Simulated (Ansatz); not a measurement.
# Cs2NaB6: the cost of one run

Method: DFT PBE, scalar-relativistic, plane waves, PAW, in Ansatz 0.2.0.

1 further run of the same task is left out (it didn't finish).

## (1) Starting point

The structure is hexagonal, space group P6/mmm (No. 191). The conventional cell has a = 5.521 Å, b = 5.521 Å, c = 6.476 Å, α = 90.00°, β = 90.00°, γ = 120.00°. Cs (site symmetry -6m2) has 3 Cs at 3.19 Å and 6 B at 3.40 Å as nearest neighbours. Around Na (site symmetry 6/mmm) lie 6 B at 2.16 Å. Around B (site symmetry mm2) lie 4 B at 1.77 to 2.16 Å and 1 Na at 2.16 Å.

As a file:

```cif
data_structure
_symmetry_space_group_name_H-M 'P6/mmm'
_symmetry_Int_Tables_number 191
_cell_length_a 5.5208
_cell_length_b 5.5208
_cell_length_c 6.4761
_cell_angle_alpha 90.000
_cell_angle_beta 90.000
_cell_angle_gamma 120.000
_cell_volume 170.94
loop_
_atom_site_label
_atom_site_type_symbol
_atom_site_symmetry_multiplicity
_atom_site_Wyckoff_symbol
_atom_site_fract_x
_atom_site_fract_y
_atom_site_fract_z
_atom_site_occupancy
Cs1 Cs 2 d 0.33333 0.66667 0.50000 1
Na1 Na 1 a 0.00000 0.00000 0.00000 1
B1 B 6 l 0.77378 0.54757 0.00000 1
```

It is the end of an earlier relaxation with the same method, from a generated guess; it is a trial structure. At a tolerance of 0.05 Å it has space group P6/mmm (No. 191); it has 18.99 Å³/atom, an uncorrected energy of +1.22 eV/atom over the elements.

## (2) Electronic structure at the relaxed geometry

input.yaml reads:

```yaml
crystal:
  lattice:
    - [5.5207848795, 0.0, 0.0]
    - [-2.7603924397, 4.7811399545, 0.0]
    - [0.0, 0.0, 6.4761494499]
  atoms:
    - { symbol: Cs, position: [0.3333333333, 0.6666666667, 0.5] }
    - { symbol: Cs, position: [0.6666666667, 0.3333333333, 0.5] }
    - { symbol: Na, position: [0.0, 0.0, 0.0] }
    - { symbol: B, position: [0.7737839771, 0.5475679541, 0.0] }
    - { symbol: B, position: [0.4524320459, 0.2262160229, 0.0] }
    - { symbol: B, position: [0.7737839771, 0.2262160229, 0.0] }
    - { symbol: B, position: [0.2262160229, 0.4524320459, 0.0] }
    - { symbol: B, position: [0.5475679541, 0.7737839771, 0.0] }
    - { symbol: B, position: [0.2262160229, 0.7737839771, 0.0] }
basis:
  ecutwfc: 420
kpoints:
  mp_grid: { grid: [12, 12, 6] }
  band_path:
    path:
      - [[0.0, 0.0, 0.0], [0.5, 0.0, 0.0], [0.33333333, 0.33333333, 0.0], [0.0, 0.0, 0.0], [0.0, 0.0, 0.5], [0.5, 0.0, 0.5], [0.33333333, 0.33333333, 0.5], [0.0, 0.0, 0.5]]
      - [[0.5, 0.0, 0.5], [0.5, 0.0, 0.0]]
      - [[0.33333333, 0.33333333, 0.5], [0.33333333, 0.33333333, 0.0]]
    npoints: 14
hamiltonian:
  xc: pbe
scf:
  occupations: { method: gaussian, width: 0.1 }
  n_extra_bands: 22
output:
  forces: true
  stress: true
  eigenvalues: true
  populations: true
  dos: { projected: true, de: 0.02, nscf_kmesh: { grid: [15, 15, 8] } }
  bader: true
  write_density: true
  write_potential: true
  elf: true
  volumetric_format: npy
```

Command:

```sh
$ ansatz run input.yaml --threads 1 --pin off --max-ram 2560MiB --backend cpu --events-out ev --progress --plain --runs-dir out
```

**Question.** How long does this run take on 1 thread of Intel Xeon at 2.70GHz, shared host, and how much memory does it need?

About 4.4 min, with a peak of 0.92 GiB.
